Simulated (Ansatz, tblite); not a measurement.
# Ga13N13 zinc blende bond sphere (Ga₁₃N₁₃H₃₀): removing and adding an electron

Aim: the energy of removing and adding an electron for Ga13N13 zinc blende bond sphere (Ga₁₃N₁₃H₃₀), by energy differences, and how well orbital energies stand in for it.

Program: Ansatz 0.2.0, Gaussian basis. Level of theory: as each input shows. These are calculated values, not measurements.

Plan: charge +1 doublet, at the geometry of the singlet (PBE0-D4/def2-TZVP, PBE-D4/def2-TZVP, r2SCAN0-D4/def2-TZVP); charge -1 doublet, at the geometry of the singlet (PBE0-D4/def2-TZVP, PBE-D4/def2-TZVP, r2SCAN0-D4/def2-TZVP); the starting singlet's energies come from earlier runs.

1 further run of the same task is left out (set aside as unsound or not needed). Runs told in other sessions of the task aren't counted.

## (1) The relaxed structure

The geometry is that of the singlet, from an earlier relaxation (r2SCAN-D4/def2-SVP).

56 atoms, charge 0, spin multiplicity 1.

Atoms are counted from 1 here; the program's logs count them from 0.

Bond lengths: Ga1–N14 1.982 Å, Ga1–N15 1.982 Å, Ga1–N17 1.965 Å, Ga1–H27 1.561 Å, Ga2–N14 1.921 Å, Ga2–N16 2.006 Å, Ga2–N18 1.975 Å, Ga2–H28 1.563 Å, Ga3–N14 2.017 Å, Ga3–N19 2.017 Å, Ga3–H29 1.568 Å, Ga3–H30 1.578 Å, Ga4–N17 1.965 Å, Ga4–N19 1.982 Å, Ga4–N20 1.982 Å, Ga4–H31 1.561 Å, Ga5–N18 1.975 Å, Ga5–N19 1.921 Å and more. Angles: N14–Ga1–N15 106.9°, N14–Ga1–N17 104.9°, N14–Ga1–H27 111.4°, N15–Ga1–N17 104.9°, N15–Ga1–H27 111.4°, N17–Ga1–H27 116.5°, N14–Ga2–N16 105.9°, N14–Ga2–N18 102.9°, N14–Ga2–H28 120.6°, N16–Ga2–N18 104.0°, N16–Ga2–H28 107.9°, N18–Ga2–H28 114.1°, N14–Ga3–N19 99.2°, N14–Ga3–H29 109.2°, N14–Ga3–H30 107.1°, N19–Ga3–H29 109.2°, N19–Ga3–H30 107.1°, H29–Ga3–H30 122.5° and more.

## (2) Charge +1 doublet at the fixed geometry, PBE0-D4/def2-TZVP

Contents of in.yaml:

```yaml
crystal:
  periodic: [false, false, false]
  atoms:
    - {symbol: Ga, position_ang: [-1.736598, -1.734436, -0.505759]}
    - {symbol: Ga, position_ang: [-1.784615, 0.655868, -2.874549]}
    - {symbol: Ga, position_ang: [-4.053090, 0.595501, -0.590396]}
    - {symbol: Ga, position_ang: [-1.733604, 0.508718, 1.736593]}
    - {symbol: Ga, position_ang: [-1.781802, 2.876293, -0.655079]}
    - {symbol: Ga, position_ang: [0.652621, -1.784075, -2.875532]}
    - {symbol: Ga, position_ang: [0.590489, -4.053569, -0.592427]}
    - {symbol: Ga, position_ang: [0.508057, -1.735038, 1.735105]}
    - {symbol: Ga, position_ang: [2.874329, -1.784335, -0.657549]}
    - {symbol: Ga, position_ang: [0.519691, 0.519421, -0.520306]}
    - {symbol: Ga, position_ang: [0.658283, 2.875730, 1.781964]}
    - {symbol: Ga, position_ang: [2.877283, 0.655022, 1.780303]}
    - {symbol: Ga, position_ang: [0.596860, 0.593478, 4.052542]}
    - {symbol: N, position_ang: [-2.748120, -0.494378, -1.675108]}
    - {symbol: N, position_ang: [-0.498256, -2.746796, -1.676038]}
    - {symbol: N, position_ang: [-0.539950, -0.537736, -3.899674]}
    - {symbol: N, position_ang: [-0.576804, -0.576556, 0.577550]}
    - {symbol: N, position_ang: [-0.593924, 1.661495, -1.661674]}
    - {symbol: N, position_ang: [-2.745163, 1.678798, 0.497353]}
    - {symbol: N, position_ang: [-0.492452, 1.677875, 2.746864]}
    - {symbol: N, position_ang: [-0.534259, 3.900598, 0.536218]}
    - {symbol: N, position_ang: [1.660037, -0.594750, -1.662805]}
    - {symbol: N, position_ang: [1.676468, -2.747369, 0.494790]}
    - {symbol: N, position_ang: [1.679459, -0.495763, 2.745235]}
    - {symbol: N, position_ang: [3.900375, -0.537869, 0.533309]}
    - {symbol: N, position_ang: [1.662709, 1.661193, 0.591869]}
    - {symbol: H, position_ang: [-2.692865, -2.689397, 0.274706]}
    - {symbol: H, position_ang: [-2.548853, 1.550367, -3.903993]}
    - {symbol: H, position_ang: [-4.851979, -0.357530, 0.363877]}
    - {symbol: H, position_ang: [-4.766882, 1.591216, -1.585303]}
    - {symbol: H, position_ang: [-2.689535, -0.270150, 2.693196]}
    - {symbol: H, position_ang: [-2.546155, 3.906097, -1.549056]}
    - {symbol: H, position_ang: [1.546121, -2.549228, -3.905158]}
    - {symbol: H, position_ang: [-0.363083, -4.850613, 0.362851]}
    - {symbol: H, position_ang: [1.584136, -4.769204, -1.588035]}
    - {symbol: H, position_ang: [-0.271282, -2.690321, 2.691975]}
    - {symbol: H, position_ang: [3.902833, -2.549124, -1.552669]}
    - {symbol: H, position_ang: [1.553920, 3.904771, 2.545412]}
    - {symbol: H, position_ang: [3.907757, 1.549313, 2.543397]}
    - {symbol: H, position_ang: [-0.356818, -0.359986, 4.851615]}
    - {symbol: H, position_ang: [1.593043, 1.588080, 4.766056]}
    - {symbol: H, position_ang: [-3.374062, -1.088208, -2.232390]}
    - {symbol: H, position_ang: [-1.092930, -3.371811, -2.233469]}
    - {symbol: H, position_ang: [-1.113847, -1.110712, -4.527247]}
    - {symbol: H, position_ang: [0.023534, 0.025412, -4.544029]}
    - {symbol: H, position_ang: [-0.002409, 2.253996, -2.255177]}
    - {symbol: H, position_ang: [-3.369517, 2.237366, 1.091649]}
    - {symbol: H, position_ang: [-1.085666, 2.236146, 3.372517]}
    - {symbol: H, position_ang: [-1.106534, 4.529730, 1.109099]}
    - {symbol: H, position_ang: [0.029753, 4.543431, -0.028146]}
    - {symbol: H, position_ang: [2.252671, -0.003537, -2.256480]}
    - {symbol: H, position_ang: [2.234715, -3.372531, 1.088546]}
    - {symbol: H, position_ang: [2.237911, -1.089949, 3.369794]}
    - {symbol: H, position_ang: [4.529644, -1.110521, 1.105664]}
    - {symbol: H, position_ang: [4.543048, 0.025758, -0.031617]}
    - {symbol: H, position_ang: [2.255302, 2.253858, -0.000394]}
basis:
  gaussian: {orbitals: def2-TZVP, fitting: {mean_field: def2-universal-jkfit}}
total_charge: 1
magnetization: {spin_polarized: true, initial_magnetization: 1}
hamiltonian: {xc: pbe0, dispersion: d4}
scf: {omitted_lower_state_checks: [starts]}
output: {orbitals: {seedname: orbitals}}
```

Launch:

```
$ ansatz run in.yaml --threads 11 --pin off --events-out ev --progress --plain --max-ram 110592MiB --backend cuda --devices 0, --max-vram 75GiB
```

What it wrote:

```text
Functional definition: PBE0
  name "PBE0"
  cite "Adamo & Barone, J. Chem. Phys. 110, 6158 (1999) doi:10.1063/1.478522"
  cite "Perdew, Burke & Ernzerhof, Phys. Rev. Lett. 77, 3865 (1996) doi:10.1103/PhysRevLett.77.3865"
  parent pbe
  parameter a = 0.25
  parameter kappa = 0.804
  parameter beta = 0.06672455060314922
  exchange = (1 - a)*pbe_x(kappa = kappa, mu = beta*pi^2/3) + a*exact_x
  correlation = pbe_c(beta = beta)
these checks for a lower state are left out or cut short: starts
4999 factors; integrals over basis functions are off by at most 5.8e-1 eV
mean field evaluation 1: about -700594.0008 eV, gradient 1.6e2 eV
mean field evaluation 2: about -700203.7366 eV, gradient 3.2e2 eV
mean field evaluation 4: about -700679.6180 eV, gradient 3.4e1 eV
mean field evaluation 8: about -700683.8011 eV, gradient 1.0e1 eV
mean field evaluation 16: about -700684.8905 eV, gradient 1.1e0 eV
mean field evaluation 32: about -700684.9044 eV, gradient 6.5e-4 eV
mean field -700684.90435596 eV, -25749.6952937951 hartree, gradient 9.3e-6 eV, S^2 0.755817; 0 other end points of the search recorded, 0 dependent functions left out
reference -700684.90443211 eV, -25749.6952965937 hartree; 262, 261 occupied and 945, 946 virtual orbitals, 4999 factors
Total energy: -700689.14163142 eV, -25749.8510107960 hartree
Checks for a lower state left out: starts
```

It took 33 s on 1 × H100 with 11 threads of AMD EPYC 7R13, shared host; peak host memory 2.2 GiB.

HOMO -9.90 eV, LUMO -9.39 eV (over both spins); ⟨S²⟩ 0.756 (pure: 0.75).

## (3) Charge +1 doublet at the fixed geometry, PBE-D4/def2-TZVP

start.molden holds the orbitals of an earlier run on this state, given as this run's starting guess.

Edit in.yaml of step 2 so:

```diff
@@ -60,6 +60,6 @@
 basis:
-  gaussian: {orbitals: def2-TZVP, fitting: {mean_field: def2-universal-jkfit}}
+  gaussian: {orbitals: def2-TZVP, fitting: {mean_field: def2-universal-jkfit}, initial_orbitals: start.molden}
 total_charge: 1
 magnetization: {spin_polarized: true, initial_magnetization: 1}
-hamiltonian: {xc: pbe0, dispersion: d4}
+hamiltonian: {xc: pbe, dispersion: d4}
 scf: {omitted_lower_state_checks: [starts]}
```

The command is unchanged.

What it wrote:

```text
Functional definition: PBE
  name "PBE"
  cite "Perdew, Burke & Ernzerhof, Phys. Rev. Lett. 77, 3865 (1996) doi:10.1103/PhysRevLett.77.3865"
  parent pbe
  parameter kappa = 0.804
  parameter beta = 0.06672455060314922
  exchange = pbe_x(kappa = kappa, mu = beta*pi^2/3)
  correlation = pbe_c(beta = beta)
these checks for a lower state are left out or cut short: starts
4999 factors; integrals over basis functions are off by at most 5.8e-1 eV
mean field evaluation 1: about -700668.2239 eV, gradient 2.3e1 eV
mean field evaluation 2: about -700669.3104 eV, gradient 1.3e0 eV
mean field evaluation 4: about -700669.3236 eV, gradient 1.6e-1 eV
mean field evaluation 8: about -700669.3241 eV, gradient 4.7e-5 eV
mean field evaluation 16: about -700669.3241 eV, gradient 2.7e-6 eV
mean field -700669.32407734 eV, -25749.1227291165 hartree, gradient 2.7e-6 eV, S^2 0.751808; 0 other end points of the search recorded, 0 dependent functions left out
reference -700669.32418026 eV, -25749.1227328989 hartree; 262, 261 occupied and 945, 946 virtual orbitals, 4999 factors
Total energy: -700674.05019036 eV, -25749.2964105664 hartree
Checks for a lower state left out: starts
```

Wall time 15 s (1 × H100 with 11 threads of AMD EPYC 7R13, shared host); peak host memory 2.1 GiB.

From the report: HOMO -9.03 eV, LUMO -9.10 eV (over both spins; with the spin held, an empty level of the minority spin lies below the top filled one); ⟨S²⟩ 0.752 (pure: 0.75).

## (4) Charge +1 doublet at the fixed geometry, r2SCAN0-D4/def2-TZVP

Edit in.yaml of step 3 so:

```diff
@@ -63,3 +63,3 @@
 magnetization: {spin_polarized: true, initial_magnetization: 1}
-hamiltonian: {xc: pbe, dispersion: d4}
+hamiltonian: {xc: {name: r2SCAN0}, dispersion: d4}
 scf: {omitted_lower_state_checks: [starts]}
```

Launched as before.

What it wrote (excerpt; [...] marks lines left out):

```text
Functional definition: r2SCAN0
  name "r2SCAN0"
  cite "Bursch, Neugebauer, Ehlert & Grimme, J. Chem. Phys. 156, 134105 (2022) doi:10.1063/5.0086040"
  cite "Furness, Kaplan, Ning, Perdew & Sun, J. Phys. Chem. Lett. 11, 8208 (2020) doi:10.1021/acs.jpclett.0c02405"
  cite "Furness, Kaplan, Ning, Perdew & Sun, J. Phys. Chem. Lett. 11, 9248 (2020) doi:10.1021/acs.jpclett.0c03077"
  parent r2scan
[...]
4999 factors; integrals over basis functions are off by at most 5.8e-1 eV
[...]
mean field -700772.75359031 eV, -25752.9236936113 hartree, gradient 3.7e-6 eV, S^2 0.759291; 0 other end points of the search recorded, 0 dependent functions left out
reference -700772.75361995 eV, -25752.9236947005 hartree; 262, 261 occupied and 945, 946 virtual orbitals, 4999 factors
Total energy: -700774.38201061 eV, -25752.9835369534 hartree
Checks for a lower state left out: starts
```

Wall time 44 s (1 × H100 with 11 threads of AMD EPYC 7R13, shared host); peak host memory 2.5 GiB.

Report: HOMO -10.04 eV, LUMO -9.53 eV (over both spins); ⟨S²⟩ 0.759 (pure: 0.75).

## (5) Vertical ionisation energy

Charged state less starting state, singlet to doublet; the starting state's energies are those of its earlier runs.

| level | vertical ionisation energy (eV) | time |
| --- | --- | --- |
| PBE-D4/def2-TZVP | +7.61 | 22 s |
| PBE0-D4/def2-TZVP | +8.35 | 47 s |
| r2SCAN0-D4/def2-TZVP | +8.47 | 55 s |

Times add the two runs; a level without a time comes out of a correlated run.

Beside −ε(HOMO) of the starting state:

| level | −ε(HOMO) (eV) | by difference (eV) | mismatch (eV) |
| --- | --- | --- | --- |
| PBE-D4/def2-TZVP | 5.91 | 7.61 | -1.71 |
| PBE0-D4/def2-TZVP | 7.12 | 8.35 | -1.23 |
| r2SCAN0-D4/def2-TZVP | 7.32 | 8.47 | -1.15 |

## (6) Charge -1 doublet at the fixed geometry, PBE0-D4/def2-TZVP

Edit in.yaml of step 4 so:

```diff
@@ -60,6 +60,6 @@
 basis:
-  gaussian: {orbitals: def2-TZVP, fitting: {mean_field: def2-universal-jkfit}, initial_orbitals: start.molden}
-total_charge: 1
+  gaussian: {orbitals: def2-TZVP, fitting: {mean_field: def2-universal-jkfit}}
+total_charge: -1
 magnetization: {spin_polarized: true, initial_magnetization: 1}
-hamiltonian: {xc: {name: r2SCAN0}, dispersion: d4}
+hamiltonian: {xc: pbe0, dispersion: d4}
 scf: {omitted_lower_state_checks: [starts]}
```

Same command.

What it wrote (excerpt; [...] marks lines left out):

```text
Functional definition: PBE0
  name "PBE0"
  cite "Adamo & Barone, J. Chem. Phys. 110, 6158 (1999) doi:10.1063/1.478522"
  cite "Perdew, Burke & Ernzerhof, Phys. Rev. Lett. 77, 3865 (1996) doi:10.1103/PhysRevLett.77.3865"
  parent pbe
[...]
4999 factors; integrals over basis functions are off by at most 5.8e-1 eV
[...]
mean field -700693.19103852 eV, -25749.9998237624 hartree, gradient 1.1e-5 eV, S^2 0.750567; 0 other end points of the search recorded, 0 dependent functions left out
reference -700693.19112170 eV, -25749.9998268190 hartree; 263, 262 occupied and 944, 945 virtual orbitals, 4999 factors
Total energy: -700697.59408669 eV, -25750.1616327981 hartree
Checks for a lower state left out: starts
```

Run time: 22 s. Hardware: 1 × H100 with 11 threads of AMD EPYC 7R13, shared host; peak host memory 2.2 GiB.

From the report: HOMO 0.94 eV, LUMO 2.08 eV (over both spins); ⟨S²⟩ 0.751 (pure: 0.75). Doubts: highest occupied level lies above zero.

## (7) Charge -1 doublet at the fixed geometry, PBE-D4/def2-TZVP

Edit in.yaml of step 6 so:

```diff
@@ -60,6 +60,6 @@
 basis:
-  gaussian: {orbitals: def2-TZVP, fitting: {mean_field: def2-universal-jkfit}}
+  gaussian: {orbitals: def2-TZVP, fitting: {mean_field: def2-universal-jkfit}, initial_orbitals: start.molden}
 total_charge: -1
 magnetization: {spin_polarized: true, initial_magnetization: 1}
-hamiltonian: {xc: pbe0, dispersion: d4}
+hamiltonian: {xc: pbe, dispersion: d4}
 scf: {omitted_lower_state_checks: [starts]}
```

Launched as before.

What it wrote:

```text
Functional definition: PBE
  name "PBE"
  cite "Perdew, Burke & Ernzerhof, Phys. Rev. Lett. 77, 3865 (1996) doi:10.1103/PhysRevLett.77.3865"
  parent pbe
  parameter kappa = 0.804
  parameter beta = 0.06672455060314922
  exchange = pbe_x(kappa = kappa, mu = beta*pi^2/3)
  correlation = pbe_c(beta = beta)
these checks for a lower state are left out or cut short: starts
4999 factors; integrals over basis functions are off by at most 5.8e-1 eV
mean field evaluation 1: about -700676.0400 eV, gradient 2.3e1 eV
mean field evaluation 2: about -700677.1539 eV, gradient 1.3e0 eV
mean field evaluation 4: about -700677.1796 eV, gradient 1.9e-1 eV
mean field evaluation 8: about -700677.1802 eV, gradient 7.0e-5 eV
mean field -700677.18016653 eV, -25749.4114350692 hartree, gradient 2.1e-5 eV, S^2 0.750321; 0 other end points of the search recorded, 0 dependent functions left out
reference -700677.18027775 eV, -25749.4114391564 hartree; 263, 262 occupied and 944, 945 virtual orbitals, 4999 factors
Total energy: -700682.09043487 eV, -25749.5918841023 hartree
Checks for a lower state left out: starts
```

It took 12 s on 1 × H100 with 11 threads of AMD EPYC 7R13, shared host; peak host memory 2.1 GiB.

HOMO 1.05 eV, LUMO 1.24 eV (over both spins); ⟨S²⟩ 0.750 (pure: 0.75). Doubts: highest occupied level lies above zero.

## (8) Charge -1 doublet at the fixed geometry, r2SCAN0-D4/def2-TZVP

Edit in.yaml of step 7 so:

```diff
@@ -63,3 +63,3 @@
 magnetization: {spin_polarized: true, initial_magnetization: 1}
-hamiltonian: {xc: pbe, dispersion: d4}
+hamiltonian: {xc: {name: r2SCAN0}, dispersion: d4}
 scf: {omitted_lower_state_checks: [starts]}
```

Launched as before.

What it wrote (excerpt; [...] marks lines left out):

```text
Functional definition: r2SCAN0
  name "r2SCAN0"
  cite "Bursch, Neugebauer, Ehlert & Grimme, J. Chem. Phys. 156, 134105 (2022) doi:10.1063/5.0086040"
  cite "Furness, Kaplan, Ning, Perdew & Sun, J. Phys. Chem. Lett. 11, 8208 (2020) doi:10.1021/acs.jpclett.0c02405"
  cite "Furness, Kaplan, Ning, Perdew & Sun, J. Phys. Chem. Lett. 11, 9248 (2020) doi:10.1021/acs.jpclett.0c03077"
  parent r2scan
[...]
4999 factors; integrals over basis functions are off by at most 5.8e-1 eV
[...]
mean field -700781.15412005 eV, -25753.2324073849 hartree, gradient 1.9e-5 eV, S^2 0.751028; 0 other end points of the search recorded, 0 dependent functions left out
reference -700781.15415117 eV, -25753.2324085287 hartree; 263, 262 occupied and 944, 945 virtual orbitals, 4999 factors
Total energy: -700782.85625564 eV, -25753.2949597142 hartree
Checks for a lower state left out: starts
```

Run time: 25 s. Hardware: 1 × H100 with 11 threads of AMD EPYC 7R13, shared host; peak host memory 2.1 GiB.

Report: HOMO 0.94 eV, LUMO 2.37 eV (over both spins); ⟨S²⟩ 0.751 (pure: 0.75). Doubts: highest occupied level lies above zero.

## (9) Vertical electron affinity

Starting state less charged state (positive: the electron is bound), singlet to doublet; the starting state's energies are those of its earlier runs.

| level | vertical electron affinity (eV) | time |
| --- | --- | --- |
| PBE-D4/def2-TZVP | +0.43 | 19 s |
| PBE0-D4/def2-TZVP | +0.11 | 35 s |
| r2SCAN0-D4/def2-TZVP | 0.00 | 36 s |

Times add the two runs; a level without a time comes out of a correlated run.

Beside −ε(LUMO) of the starting state:

| level | −ε(LUMO) (eV) | by difference (eV) | mismatch (eV) |
| --- | --- | --- | --- |
| PBE-D4/def2-TZVP | 1.75 | 0.43 | +1.33 |
| PBE0-D4/def2-TZVP | 0.96 | 0.11 | +0.85 |
| r2SCAN0-D4/def2-TZVP | 0.71 | 0.00 | +0.71 |

## (10) Summary of results

```
                                            quantity                                  value
vertical ionisation energy, functionals in def2-TZVP  7.61 (PBE-D4) to 8.47 eV (r2SCAN0-D4)
vertical electron affinity, functionals in def2-TZVP  0.00 (r2SCAN0-D4) to 0.43 eV (PBE-D4)
```

What this shows: The vertical ionisation energy spans 7.61 to 8.47 eV over the functionals. −ε(HOMO) misses the level's own difference by -1.15 eV at best (r2SCAN0-D4) and -1.71 eV at worst (PBE-D4). The vertical electron affinity spans 0.00 to 0.43 eV over the functionals. The anion's highest level lies above zero where self-interaction lifts it, so diffuse functions weigh on these values. −ε(LUMO) misses the level's own difference by +0.71 eV at best (r2SCAN0-D4) and +1.33 eV at worst (PBE-D4).

The anion's highest level is positive in at least one run, so there the basis alone may hold the extra electron.
